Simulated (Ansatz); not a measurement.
# AlBrFH4N: the cost of one run

All numbers below are computed with Ansatz 0.2.0 (RKS revPBE/def2-SVP).

## 1. The starting structure

Bond lengths: Al1–N2 2.270 Å, N2–H3 1.060 Å, N2–H4 1.060 Å, Al1–H5 1.560 Å, Al1–F6 1.690 Å, Al1–Br7 2.710 Å, Br7–H8 1.779 Å. Angles: Al1–N2–H3 120.0°, Al1–N2–H4 120.0°, H3–N2–H4 120.0°, N2–Al1–H5 120.0°, N2–Al1–F6 120.0°, N2–Al1–Br7 71.6°, H5–Al1–F6 120.0°, H5–Al1–Br7 105.4°, F6–Al1–Br7 92.8°, Al1–Br7–H8 61.8°.

Coordinates:

```xyz
8

Al    0.0000    0.0000    0.0000
N     0.0000    0.0000    2.2700
H    -0.8770   -0.2713    2.8000
H     0.8770    0.2713    2.8000
H     1.3510    0.0000   -0.7800
F    -1.4635    0.0000   -0.8450
Br   -0.3390    2.5493    0.8545
H    -0.1688    1.2694    2.0782
```

## 2. A restrained relaxation towards end A

Springs on the bonds that form and break draw the guess towards this end; the thresholds are loose.

input.yaml reads:

```yaml
crystal:
  periodic: [false, false, false]
  atoms:
    - { symbol: Al, position_ang: [0.0, 0.0, 0.0] }
    - { symbol: "N", position_ang: [0.0, 0.0, 2.27] }
    - { symbol: H, position_ang: [-0.877, -0.2713, 2.8] }
    - { symbol: H, position_ang: [0.877, 0.2713, 2.8] }
    - { symbol: H, position_ang: [1.351, 0.0, -0.78] }
    - { symbol: F, position_ang: [-1.4635, 0.0, -0.845] }
    - { symbol: Br, position_ang: [-0.339, 2.5493, 0.8545] }
    - { symbol: H, position_ang: [-0.1688, 1.2694, 2.0782] }
basis:
  gaussian: { orbitals: def2-SVP }
hamiltonian:
  xc: revpbe
relax:
  f_tol: 0.15
  max_steps: 25
  restrain:
    - { distance: [0, 6], at: 3.61, k: 30.0 }
    - { distance: [7, 1], at: 2.26, k: 30.0 }
    - { distance: [0, 1], at: 1.92, k: 30.0 }
    - { distance: [7, 6], at: 1.55, k: 30.0 }
output:
  orbitals: {}
```

Launch:

```sh
> ansatz run input.yaml --threads 2 --pin off --max-ram 3072MiB --backend cpu --events-out ev --progress --plain --runs-dir out
```

What time and memory should one allow on 2 threads of Arm Neoverse V1, shared host?

About 16 s, with a peak of 0.15 GiB.
